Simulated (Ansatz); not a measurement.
A run of Ansatz 0.2.0 is set up as follows.

input.yaml

```yaml
crystal:
  lattice:
    - [4.94251, 0.0, 0.0]
    - [0.0, 4.94251, 0.0]
    - [0.0, 0.0, 4.94251]
  atoms:
    - { symbol: Zr, position: [0.5, 0.0, 0.0] }
    - { symbol: Zr, position: [0.0, 0.5, 0.0] }
    - { symbol: Zr, position: [0.0, 0.0, 0.5] }
    - { symbol: Mo, position: [0.0, 0.0, 0.0] }
    - { symbol: C, position: [0.5, 0.5, 0.5] }
hamiltonian:
  xc: blyp
  pseudopotentials: { kind: paw }
kpoints:
  mp_grid: { grid: [5, 5, 5] }
scf:
  occupations: { method: fermi_dirac, width: 0.05 }
output:
  forces: true
  stress: true
  eigenvalues: true
relax:
  f_tol: 0.01
  max_steps: 40
  cell: { stress_tol: 0.05 }
```

Potentials or basis: Ansatz PAW.

Run with:

```sh
$ ansatz run input.yaml --threads 2 --pin off --max-ram 5632MiB --backend cpu --events-out ev --progress --plain --runs-dir out
```

Problem. What does it give for the relaxed cell?

Solution. a = 5.036 Å, b = 5.036 Å, c = 5.036 Å, α = 90.00°, β = 90.00°, γ = 90.00°.

Problem. Predict the space group after relaxing (to 0.05 Å).

Solution. Pm-3m (No. 221).

Problem. Estimate the relaxed volume.

Solution. 25.54 Å³/atom.

The path:
```tsv
step	energy change (eV)	largest force (eV/Å)	volume (Å³)
1	0.0000	0.0000	120.74
2	-0.0670	0.0000	131.14
3	-0.0873	0.0000	127.97
4	-0.0875	0.0000	127.69
5	-0.0909	0.0000	127.69
```

Caveat: the plane-wave basis is chosen anew once the cell has moved, so the energies of steps on either side of that aren't comparable; the PAW data sets come from PBE, with cores solved anew for the run's functional, which leaves a small shift of forces and pressure.
